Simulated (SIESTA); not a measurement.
The system is As2S.

```
CELL_PARAMETERS angstrom
-3.50648 3.50648 2.48592
3.50648 -3.50648 2.48592
3.50648 3.50648 -2.48592
ATOMIC_POSITIONS crystal
As 0.87500 0.12500 0.25000
As 0.87500 0.62500 0.75000
As 0.37500 0.12500 0.25000
As 0.87500 0.12500 0.75000
S 0.25000 0.75000 0.50000
S 0.50000 0.50000 0.00000
```

The cell comes from a database or a generator and needn't be the stable form of this composition.

* Program: SIESTA 5.4.2
* Task: single point
* Functional: PBEsol
* Potentials or basis: PseudoDojo 0.4 standard (PBEsol files)
* Basis: DZP (energy shift 0.003 Ry; two zetas on semicore shells)
* Grid cutoff: 500 Ry
* Energy shift: 0.003 Ry
* k mesh: 7 × 7 × 7
* Occupations: fermi-dirac, width 0.05 eV
* Spin: no spin polarisation

On this cell: pressure -1.0 GPa; largest force under 0.003 eV/Å; band gap on the k mesh none (metal or under the smearing width).

The same run follows on a disturbed copy (atoms moved at random, drawn with an rms of 0.05 Å):

```
CELL_PARAMETERS angstrom
-3.50648 3.50648 2.48592
3.50648 -3.50648 2.48592
3.50648 3.50648 -2.48592
ATOMIC_POSITIONS crystal
As 0.87037 0.12422 0.24555
As 0.87945 0.62436 0.75041
As 0.37646 0.12398 0.24362
As 0.88038 0.13157 0.75112
S 0.25220 0.75414 0.50174
S 0.48811 0.48766 0.99965
```

Q: What changes?

A: The energy (extrapolated to zero smearing) moves by +3.9 meV/atom; pressure -0.9 GPa; largest force 0.476 eV/Å; band gap on the k mesh none (metal or under the smearing width).

Forces in eV/Å, atoms in the order of the input:
```
As   0.043  0.096  0.044
As  -0.004 -0.074  0.031
As   0.103  0.029 -0.127
As  -0.044 -0.018 -0.124
S   -0.092 -0.012 -0.298
S   -0.005 -0.021  0.475
```

Stress tensor (GPa, compression positive):
```
-1.78 -0.03 -0.17
-0.03 -0.52 -0.03
-0.17 -0.03 -0.27
```

Caveats: the basis of atomic orbitals isn't converged, which shifts pressures, moduli and gaps.
